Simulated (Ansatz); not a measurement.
Geometry optimisation, DFT PBE, scalar-relativistic, plane waves, PAW in Ansatz.

Input file:

```yaml
crystal:
  lattice:
    - [-4.993, -4.993, 0.0]
    - [4.993, -4.993, 0.0]
    - [0.0, 0.0, 7.005]
  atoms:
    - { symbol: Si, position: [0.20335, 0.5, 0.0] }
    - { symbol: Si, position: [0.0, 0.20335, 0.25] }
    - { symbol: Si, position: [0.79665, 0.5, 0.5] }
    - { symbol: Si, position: [0.0, 0.79665, 0.75] }
    - { symbol: O, position: [0.3314, 0.572, 0.17468] }
    - { symbol: O, position: [0.928, 0.3314, 0.42468] }
    - { symbol: O, position: [0.6686, 0.428, 0.67468] }
    - { symbol: O, position: [0.072, 0.6686, 0.92468] }
    - { symbol: O, position: [0.928, 0.6686, 0.57532] }
    - { symbol: O, position: [0.6686, 0.572, 0.32532] }
    - { symbol: O, position: [0.072, 0.3314, 0.07532] }
    - { symbol: O, position: [0.3314, 0.428, 0.82532] }
    - { symbol: Si, position: [0.70335, 0.0, 0.0] }
    - { symbol: Si, position: [0.5, 0.70335, 0.25] }
    - { symbol: Si, position: [0.29665, 0.0, 0.5] }
    - { symbol: Si, position: [0.5, 0.29665, 0.75] }
    - { symbol: O, position: [0.8314, 0.072, 0.17468] }
    - { symbol: O, position: [0.428, 0.8314, 0.42468] }
    - { symbol: O, position: [0.1686, 0.928, 0.67468] }
    - { symbol: O, position: [0.572, 0.1686, 0.92468] }
    - { symbol: O, position: [0.428, 0.1686, 0.57532] }
    - { symbol: O, position: [0.1686, 0.072, 0.32532] }
    - { symbol: O, position: [0.572, 0.8314, 0.07532] }
    - { symbol: O, position: [0.8314, 0.928, 0.82532] }
    - { symbol: In, position: [0.2570115, 0.8681289, 0.0950874], spin: 1.0 }
magnetization:
  spin_polarized: true
basis:
  ecutwfc: 420.0
kpoints:
  mp_grid: { grid: [2, 2, 2] }
hamiltonian:
  xc: pbe
  pseudopotentials: { kind: paw, azcp: { folder: soft_1 } }
scf:
  occupations: { method: fermi_dirac, width: 0.05 }
  lower_state_search: "off"
relax:
  f_tol: 0.03
  max_steps: 60
  adjacent_minimum: "off"
```

Run as:

```bash
$ ansatz run input.yaml --threads 4 --pin off --max-ram 10240MiB --backend cpu --events-out ev --progress --plain --runs-dir out
```

Problem. Where does it end, and by what steps?

Solution. It converged. Limits of this set-up: coarse k mesh. After 20 steps the energy has fallen by 4.600 eV; In25 moved furthest, 1.02 Å. Parted: Si1–In25, O5–In25, O8–In25, O23–In25.

| step | energy less start (eV) | largest force component (eV/Å) | accepted |
| --- | --- | --- | --- |
| 0 | 0.0000 | 6.877 | yes |
| 1 | -1.7332 | 3.483 | yes |
| 2 | -2.8204 | 1.598 | yes |
| 3 | -3.7282 | 1.165 | yes |
| 4 | -4.1792 | 0.462 | yes |
| 5 | -4.4255 | 0.562 | yes |
| 6 | -4.4784 | 0.476 | yes |
| 7 | -4.5147 | 0.585 | yes |
| 8 | -4.5519 | 0.208 | yes |
| 9 | -4.5584 | 0.150 | yes |
| 10 | -4.5730 | 0.091 | yes |
| 11 | -4.5680 | 0.295 | no |
| 12 | -4.5830 | 0.061 | yes |
| 13 | -4.5883 | 0.099 | yes |
| 14 | -4.5888 | 0.114 | yes |
| 15 | -4.5817 | 0.228 | no |
| 16 | -4.5933 | 0.089 | yes |
| 17 | -4.5934 | 0.174 | yes |
| 18 | -4.5985 | 0.058 | yes |
| 19 | -4.5994 | 0.035 | yes |
| 20 | -4.6002 | 0.023 | yes |

```xyz
25
Lattice="-4.9930 -4.9930 0.0000 4.9930 -4.9930 0.0000 0.0000 0.0000 7.0050" Properties=species:S:1:pos:R:3
Si 1.627 -3.403 0.165
Si 1.109 -0.947 1.887
Si -1.332 -6.201 3.511
Si 3.890 -3.874 4.961
O 1.525 -4.385 1.450
O -2.848 -5.740 3.104
O -1.035 -5.523 4.968
O 2.966 -3.583 6.267
O -1.295 -7.810 3.763
O -0.322 -5.799 2.336
O 1.741 -1.883 0.722
O 0.367 -3.709 6.203
Si -3.859 -3.577 -0.054
Si 1.156 -6.017 1.594
Si -1.539 -1.674 3.477
Si -1.084 -4.025 5.575
O -4.303 -4.512 1.215
O 2.011 -6.818 2.768
O 3.446 -5.308 4.354
O -2.248 -3.850 6.724
O -1.383 -3.000 4.368
O -0.268 -1.630 2.451
O 0.699 -7.056 0.349
O 0.432 -8.921 5.516
In 3.598 -6.219 0.047
```

Whether the end is a true minimum wasn't checked by a vibrational analysis.

Run time: 2.2 min on 4 threads of Arm Neoverse V2, with other jobs on the host, peak memory 1.2 GiB.
